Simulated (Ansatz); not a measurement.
# GeH8OSi2: one species, many methods

How much do the methods differ for GeH8OSi2? The plan is to run it at one geometry with functionals of several rungs and with coupled cluster, and see how far each lands from CCSD(T) at the basis-set limit for the atomisation energy.

Method: functionals in def2-TZVPP, the program's frozen cores in correlated methods; program: Ansatz 0.2.0, Gaussian basis.

Levels to be run: LDA (SPW92), PBE-D4, revPBE-D4, BLYP-D4, r2SCAN-D4, B97M-V, PBE0-D4, B3LYP-D4, r2SCANh-D4, r2SCAN0-D4, HSE06-D4, BHLYP-D4, CAM-B3LYP-D4, LC-ωPBE, ωB97X-V, ωB97M-V, B2PLYP, PBE-QIDH; CCSD(T)/def2-SVP; CCSD(T)/def2-TZVPP; MP2/def2-QZVPP; extrapolation to the limit; RPA on PBE.

### Step 1. Structure used throughout

All runs share one geometry, relaxed beforehand with PBE0-D4 in a triple-zeta def2 set.

SMILES `[SiH3]O[SiH2][GeH3]`, 12 atoms, charge 0, spin multiplicity 1.

Atoms are counted from 1 here; the program's logs count them from 0.

Bond lengths: Si1–O2 1.636 Å, Si1–H5 1.487 Å, Si1–H6 1.483 Å, Si1–H7 1.487 Å, O2–Si3 1.639 Å, Si3–Ge4 2.378 Å, Si3–H8 1.490 Å, Si3–H9 1.490 Å, Ge4–H10 1.538 Å, Ge4–H11 1.538 Å, Ge4–H12 1.539 Å. Angles: O2–Si1–H5 110.1°, O2–Si1–H6 108.2°, O2–Si1–H7 110.1°, H5–Si1–H6 109.7°, H5–Si1–H7 109.0°, H6–Si1–H7 109.7°, Si1–O2–Si3 145.8°, O2–Si3–Ge4 108.8°, O2–Si3–H8 109.8°, O2–Si3–H9 109.8°, Ge4–Si3–H8 110.3°, Ge4–Si3–H9 110.3°, H8–Si3–H9 107.9°, Si3–Ge4–H10 110.9°, Si3–Ge4–H11 110.9°, Si3–Ge4–H12 110.0°, H10–Ge4–H11 108.4°, H10–Ge4–H12 108.3° and more.

### Step 2. LDA

This LDA is Slater exchange with PW92 correlation.

in.yaml reads:

```yaml
crystal:
  periodic: [false, false, false]
  atoms:
    - {symbol: Si, position_ang: [0.137320, 2.481602, 0.274936]}
    - {symbol: O, position_ang: [0.132081, 0.853743, 0.113943]}
    - {symbol: Si, position_ang: [-0.782416, -0.477172, -0.165703]}
    - {symbol: Ge, position_ang: [0.626973, -2.392025, -0.143331]}
    - {symbol: H, position_ang: [-0.725800, 2.885746, 1.415723]}
    - {symbol: H, position_ang: [1.532313, 2.916461, 0.525423]}
    - {symbol: H, position_ang: [-0.371122, 3.120385, -0.967356]}
    - {symbol: H, position_ang: [-1.833465, -0.596172, 0.883207]}
    - {symbol: H, position_ang: [-1.464828, -0.351983, -1.483952]}
    - {symbol: H, position_ang: [1.707447, -2.291028, -1.232838]}
    - {symbol: H, position_ang: [1.324014, -2.544844, 1.218806]}
    - {symbol: H, position_ang: [-0.205517, -3.659913, -0.404760]}
basis:
  gaussian: {orbitals: def2-TZVPP}
hamiltonian: {xc: lda}
output: {orbitals: {seedname: orbitals}}
```

Command:

```
$ ansatz run in.yaml --threads 4 --pin off --events-out ev --progress --plain --max-ram 10444MiB
```

Further steps of the session: PBE-D4 (GGA); revPBE-D4 (GGA); BLYP-D4 (GGA); r2SCAN-D4 (meta-GGA); B97M-V (meta-GGA); B3LYP-D4 (hybrid); r2SCANh-D4 (hybrid); r2SCAN0-D4 (hybrid); HSE06-D4 (hybrid); BHLYP-D4 (hybrid); CAM-B3LYP-D4 (range-separated); LC-ωPBE (range-separated); ωB97X-V (range-separated); ωB97M-V (range-separated); B2PLYP (double hybrid); PBE-QIDH (double hybrid); CCSD(T) in def2-SVP; CCSD(T) in def2-TZVPP; MP2 in def2-QZVPP; RPA on PBE orbitals.

Q: Predict the results of all the runs planned. Wanted: atomisation energy, CCSD(T)/CBS; farthest beyond LDA; mean size of error, GGA; mean size of error, meta-GGA; mean size of error, hybrid; mean size of error, range-separated; mean size of error, double hybrid; gap, smallest and largest; T1 diagnostic.

As calculated:

| quantity | value |
| --- | --- |
| atomisation energy, CCSD(T)/CBS | 3711.9 kJ/mol |
| functionals within 37.1 kJ/mol (1.0 %) | r2SCAN-D4, B97M-V, B3LYP-D4, CAM-B3LYP-D4, ωB97X-V, ωB97M-V |
| farthest beyond LDA | revPBE-D4 (-141.0 kJ/mol) |
| mean size of error, GGA | 98.6 kJ/mol |
| mean size of error, meta-GGA | 15.8 kJ/mol |
| mean size of error, hybrid | 65.0 kJ/mol |
| mean size of error, range-separated | 31.2 kJ/mol |
| mean size of error, double hybrid | 75.0 kJ/mol |
| gap, smallest and largest | 5.31 eV (LDA (SPW92)), 12.24 eV (LC-ωPBE) |
| T1 diagnostic | 0.0119 |
| triples share of the correlation energy | 3.2 % |

What this shows: The LDA atomisation energy is off by 372.8 kJ/mol (10 %): it overbinds. PBE-D4 misses by -79.9 kJ/mol. Double hybrids carry the basis error of their MP2 part in triple zeta, and no dispersion term here, so their miss is partly the set-up's. The rungs meta-GGA, range-separated miss on average by less than the doubt on the reference (37.1 kJ/mol), so they tie. The reference freezes the cores and leaves out relativity and excitations past (T), and its outer-core shells are covered unevenly, so misses under about 37.1 kJ/mol can't be ranked. Hartree-Fock recovers 75 % of the binding; the rest is correlation. CCSD(T) in def2-SVP is off by -284.6 kJ/mol, which most functionals beat. The gap grows from 5.3 to 12.2 eV across the functionals, mostly with the share of exact exchange. Correlated methods include outer-core shells of Ge, which these sets cover unevenly.
